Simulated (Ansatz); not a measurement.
# B3H5Si: the cost of one run

Method: RKS B3LYP-D4/def2-SVP, in Ansatz 0.2.0.

### Step 1. The starting structure

Bond lengths: B1–Si2 1.928 Å, Si2–B3 2.028 Å, Si2–B4 2.024 Å, B3–B4 1.483 Å, B1–H5 1.174 Å, B1–H6 1.175 Å, Si2–H7 1.493 Å, B3–H8 1.163 Å, B4–H9 1.163 Å. Angles (14 of 15 angles, heavy atoms first): B1–Si2–B3 149.9°, B1–Si2–B4 107.2°, B3–Si2–B4 42.9°, Si2–B3–B4 68.4°, Si2–B4–B3 68.7°, B1–Si2–H7 109.7°, B3–Si2–H7 100.1°, B4–Si2–H7 143.1°, Si2–B1–H5 122.5°, Si2–B1–H6 121.4°, Si2–B3–H8 120.3°, B4–B3–H8 171.3°, Si2–B4–H9 117.2°, B3–B4–H9 174.0°.

As a file:

```xyz
9

B    -0.0698    1.5697   -0.9260
Si    0.0789   -0.2967   -0.4667
B     0.0526   -1.7679    0.9284
B    -0.0141   -0.4243    1.5515
H    -0.3240    1.9345   -2.0128
H     0.0506    2.4104   -0.1146
H     0.1692   -1.1165   -1.7112
H     0.0981   -2.8837    0.6052
H    -0.0415    0.5745    2.1463
```

### Step 2. Preparing the start

Contents of input.yaml:

```yaml
crystal:
  periodic: [false, false, false]
  atoms:
    - { symbol: B, position_ang: [-0.06982, 1.56972, -0.92601] }
    - { symbol: Si, position_ang: [0.0789, -0.29672, -0.4667] }
    - { symbol: B, position_ang: [0.0526, -1.76792, 0.92836] }
    - { symbol: B, position_ang: [-0.01406, -0.4243, 1.55146] }
    - { symbol: H, position_ang: [-0.32401, 1.93454, -2.01283] }
    - { symbol: H, position_ang: [0.05058, 2.41037, -0.11464] }
    - { symbol: H, position_ang: [0.16922, -1.11654, -1.71117] }
    - { symbol: H, position_ang: [0.09806, -2.88369, 0.60518] }
    - { symbol: H, position_ang: [-0.04147, 0.57454, 2.14635] }
basis:
  gaussian: { orbitals: def2-SVP }
hamiltonian:
  xc: b3lyp
  dispersion: d4
relax:
  f_tol: 0.02
  max_steps: 40
```

The run is started by

```sh
ansatz run input.yaml --threads 1 --pin off --max-ram 2048MiB --backend cpu --events-out ev --progress --plain --runs-dir out
```

What time and memory should one allow on 1 thread of Arm Neoverse V1, shared host?

About 50 s, with a peak of 0.16 GiB.
